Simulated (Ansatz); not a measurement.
# C2HBrClF3: small, medium and large basis sets

An exercise on one series of results from a longer session: the logs are not shown, and one member is left open.

Method: one geometry, several basis sets; program: Ansatz 0.2.0, Gaussian basis.

The runs, in order: PBE0-D4/def2-SVP; ωB97M-V/def2-SVP; PBE0-D4/def2-QZVPP; ωB97M-V/def2-QZVPP; the functionals' def2-TZVPP values are taken from earlier runs.

### The geometry

All runs share one geometry, relaxed beforehand with PBE0-D4 in a triple-zeta def2 set.

SMILES `FC(Cl)C(F)(F)Br`, 8 atoms, charge 0, spin multiplicity 1.

Atoms are counted from 1 here; the program's logs count them from 0.

Bond lengths: F1–C2 1.352 Å, C2–Cl3 1.754 Å, C2–C4 1.537 Å, C2–H8 1.090 Å, C4–F5 1.336 Å, C4–F6 1.327 Å, C4–Br7 1.938 Å. Angles: F1–C2–Cl3 109.9°, F1–C2–C4 107.6°, F1–C2–H8 109.5°, Cl3–C2–C4 111.7°, Cl3–C2–H8 108.7°, C4–C2–H8 109.5°, C2–C4–F5 108.0°, C2–C4–F6 111.3°, C2–C4–Br7 110.8°, F5–C4–F6 108.1°, F5–C4–Br7 108.7°, F6–C4–Br7 109.9°.

Geometry (Å):

```
F    -1.6921    0.5755    0.2947
C    -0.3435    0.6634    0.2665
Cl    0.2714    0.9133    1.8897
C     0.1940   -0.6376   -0.3494
F    -0.3977   -0.8089   -1.5345
F    -0.0946   -1.6869    0.4106
Br    2.1093   -0.5281   -0.6230
H    -0.0468    1.5093   -0.3545
```

Set-up of the first run:

The input, in.yaml:

```yaml
crystal:
  periodic: [false, false, false]
  atoms:
    - {symbol: F, position_ang: [-1.692140, 0.575518, 0.294723]}
    - {symbol: C, position_ang: [-0.343453, 0.663397, 0.266450]}
    - {symbol: Cl, position_ang: [0.271437, 0.913281, 1.889655]}
    - {symbol: C, position_ang: [0.193992, -0.637647, -0.349428]}
    - {symbol: F, position_ang: [-0.397721, -0.808868, -1.534477]}
    - {symbol: F, position_ang: [-0.094563, -1.686864, 0.410577]}
    - {symbol: Br, position_ang: [2.109278, -0.528098, -0.623040]}
    - {symbol: H, position_ang: [-0.046841, 1.509291, -0.354453]}
basis:
  gaussian: {orbitals: def2-SVP}
hamiltonian: {xc: pbe0, dispersion: d4}
output: {orbitals: {seedname: orbitals}}
```

Run with:

```sh
> ansatz run in.yaml --threads 2 --pin off --events-out ev --progress --plain --max-ram 22528MiB --backend cpu
```

Steps of the session up to this table: PBE0-D4 in def2-SVP; ωB97M-V in def2-SVP; PBE0-D4 in def2-QZVPP; ωB97M-V in def2-QZVPP.

One table of the session follows, with a row left open; its other results are not shown here.

It belongs to the step «Functionals by basis». 

| functional | basis | HOMO (eV) |
| --- | --- | --- |
| PBE0-D4 | def2-SVP | ? |
| PBE0-D4 | def2-TZVPP | -8.95 |
| PBE0-D4 | def2-QZVPP | -8.98 |
| ωB97M-V | def2-SVP | -11.07 |
| ωB97M-V | def2-TZVPP | -11.22 |
| ωB97M-V | def2-QZVPP | -11.25 |

**Question.** Estimate the row for PBE0-D4, def2-SVP.

The run gave: HOMO (eV): -8.83. In the column «HOMO (eV)» it is the highest.
